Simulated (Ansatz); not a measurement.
# TaN: the cost of one run

Computed with Ansatz 0.2.0 (DFT PBE, scalar-relativistic, plane waves, PAW, unless a step's input says otherwise).

1 further run of the same task is left out (it didn't finish).

### Step 1. Starting point

It takes space group Fm-3m (No. 225, cubic). Conventional cell: a = 4.358 Å, b = 4.358 Å, c = 4.358 Å, α = 90.00°, β = 90.00°, γ = 90.00°. Around Ta (site symmetry m-3m) lie 6 N at 2.18 Å. Around N (site symmetry m-3m) lie 6 Ta at 2.18 Å.

As a file:

```
Ta N
1.0
     0.00000    2.17900    2.17900
     2.17900    0.00000    2.17900
     2.17900    2.17900    0.00000
Ta N
1 1
Direct
  0.50000 0.50000 0.50000
  0.00000 0.00000 0.00000
```

The cell is taken as given, not relaxed at this level.

### Step 2. Zero of the scan

The input, input.yaml:

```yaml
crystal:
  lattice:
    - [0.0, 2.179, 2.179]
    - [2.179, 0.0, 2.179]
    - [2.179, 2.179, 0.0]
  atoms:
    - { symbol: Ta, position: [0.5, 0.5, 0.5] }
    - { symbol: "N", position: [0.0, 0.0, 0.0] }
basis:
  ecutwfc: 420
kpoints:
  mp_grid: { grid: [18, 18, 18] }
hamiltonian:
  xc: pbe
scf:
  occupations: { method: gaussian, width: 0.15 }
output:
  forces: true
  stress: true
  eigenvalues: true
  write_density: true
  write_potential: true
  elf: true
  volumetric_format: npy
```

On the command line:

```bash
> ansatz run input.yaml --threads 1 --pin off --max-ram 2560MiB --backend cpu --events-out ev --progress --plain --runs-dir out
```

**Question.** How long does this run take on 1 thread of Intel Xeon Platinum 8488C (Sapphire Rapids), shared host, and how much memory does it need?

About 4.3 s, with a peak of 0.4 GiB.
